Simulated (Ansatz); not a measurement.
**CH4AlClSi: how energies converge with the basis set**

Aim: see how fast density functionals converge with the basis set for CH4AlClSi.

Computed with Ansatz 0.2.0, Gaussian basis. Level: one geometry, several basis sets.

The runs, in order: PBE0-D4/def2-SVP; ωB97M-V/def2-SVP; PBE0-D4/def2-QZVPP; ωB97M-V/def2-QZVPP; the functionals' def2-TZVPP values are taken from earlier runs.

## Step 1: The relaxed structure

An earlier PBE0-D4 in a triple-zeta def2 set relaxation fixed the geometry.

8 atoms, charge 0, spin multiplicity 1.

Atoms are counted from 1 here; the program's logs count them from 0.

Bond lengths: Cl1–Si2 2.074 Å, Si2–C3 1.898 Å, Si2–Al4 2.329 Å, Si2–H5 1.487 Å, C3–Al4 1.953 Å, C3–H6 1.089 Å, C3–H7 1.105 Å, Al4–H8 1.580 Å. Angles: Cl1–Si2–C3 110.6°, Cl1–Si2–Al4 112.6°, Cl1–Si2–H5 106.7°, C3–Si2–Al4 53.9°, C3–Si2–H5 119.1°, Al4–Si2–H5 139.7°, Si2–C3–Al4 74.4°, Si2–C3–H6 124.0°, Si2–C3–H7 105.8°, Al4–C3–H6 133.7°, Al4–C3–H7 104.0°, H6–C3–H7 109.1°, Si2–Al4–C3 51.7°, Si2–Al4–H8 164.4°, C3–Al4–H8 142.9°.

Coordinates:

```
Cl   -2.21079    1.44948   -0.31510
Si   -0.43852    0.53687   -0.88916
C     0.66030    0.20528    0.62205
Al   -0.11712   -1.52305    0.14858
H     0.10792    1.33475   -2.01903
H     0.65057    0.81140    1.52661
H     1.69365    0.14839    0.23527
H    -0.25381   -3.02011    0.63518
```

## Step 2: PBE0-D4 in def2-SVP

Contents of in.yaml:

```yaml
crystal:
  periodic: [false, false, false]
  atoms:
    - {symbol: Cl, position_ang: [-2.210792, 1.449476, -0.315100]}
    - {symbol: Si, position_ang: [-0.438519, 0.536874, -0.889161]}
    - {symbol: C, position_ang: [0.660298, 0.205278, 0.622046]}
    - {symbol: Al, position_ang: [-0.117119, -1.523048, 0.148583]}
    - {symbol: H, position_ang: [0.107916, 1.334745, -2.019034]}
    - {symbol: H, position_ang: [0.650568, 0.811399, 1.526614]}
    - {symbol: H, position_ang: [1.693654, 0.148388, 0.235271]}
    - {symbol: H, position_ang: [-0.253807, -3.020110, 0.635182]}
basis:
  gaussian: {orbitals: def2-SVP}
hamiltonian: {xc: pbe0, dispersion: d4}
output: {orbitals: {seedname: orbitals}}
```

The run is started by

```console
$ ansatz run in.yaml --threads 2 --pin off --events-out ev --progress --plain --max-ram 4352MiB
```

After this run come: ωB97M-V in def2-SVP; PBE0-D4 in def2-QZVPP; ωB97M-V in def2-QZVPP.

**Question.** What will the summary of the whole plan be? Wanted: PBE0-D4: double and triple zeta above quadruple; ωB97M-V: double and triple zeta above quadruple.

As calculated:

```
                                       quantity           value
PBE0-D4: double and triple zeta above quadruple  11.56, 0.89 eV
ωB97M-V: double and triple zeta above quadruple  11.53, 0.85 eV
```

**Reading.** PBE0-D4 gains 10.67 eV from double to triple zeta, then 0.89 eV more. Total energies overstate the basis error of differences, where much of it tends to cancel.
